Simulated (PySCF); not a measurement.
# H7NO4Sn: the cost of one run

Computed with PySCF 2.14.0; each step states its level. No surroundings beyond the atoms listed, unless a continuum is named. Atoms count from 0, parts from 1.

## (1) The system as given

13 atoms, charge 0, multiplicity 1; geometry: GFN2-xTB. Parts: 1 = atoms 0–7, `[O-][Sn]([OH])([OH])[OH]`, charge -1; 2 = atoms 8–12, `[NH4+]`, charge 1. In the given geometry H9 has moved to O4 of another part (0.98 Å), so values for the parts refer to these atom groups.

## (2) Relaxing the molecule at PBE0-D3(BJ)/def2-SVP

The job: settings as JSON, then the geometry in Å.

```
{"job": {"xc": "PBE0", "basis": "def2-SVP", "d3": "d3bj", "grid": 2, "kind": "geom", "shake": 0.01}, "charge": 0, "multiplicity": 1, "parts": [{"atoms": "0-7", "charge": -1, "multiplicity": 1}, {"atoms": "8-12", "charge": 1, "multiplicity": 1}]}
O     -0.959983     0.400984    -1.530115
Sn    -0.524660     0.139208     0.290273
O      1.201282     0.858582     0.500912
O     -0.324041    -1.695566     0.734431
O     -1.854343     0.901978     1.340702
H     -0.268813     0.240885    -2.144148
H      1.741810     0.442941     1.205309
H     -1.143383    -2.084180     1.080533
N     -3.202805     2.683668    -0.264624
H     -2.391830     1.586391     0.890618
H     -4.221258     2.692635    -0.297379
H     -2.862954     3.634286    -0.242569
H     -2.900015     2.275352    -1.157989
```

The run is started by

```console
OMP_NUM_THREADS=1 python cluster_run.py task.json out
```

One launch serves the whole session: the jobs run in the order shown.

**Question.** How long does this job take on 1 thread of Intel Xeon at 2.70GHz, shared host, and how much memory does it need?

About 4.8 min, with a peak of 0.64 GiB.
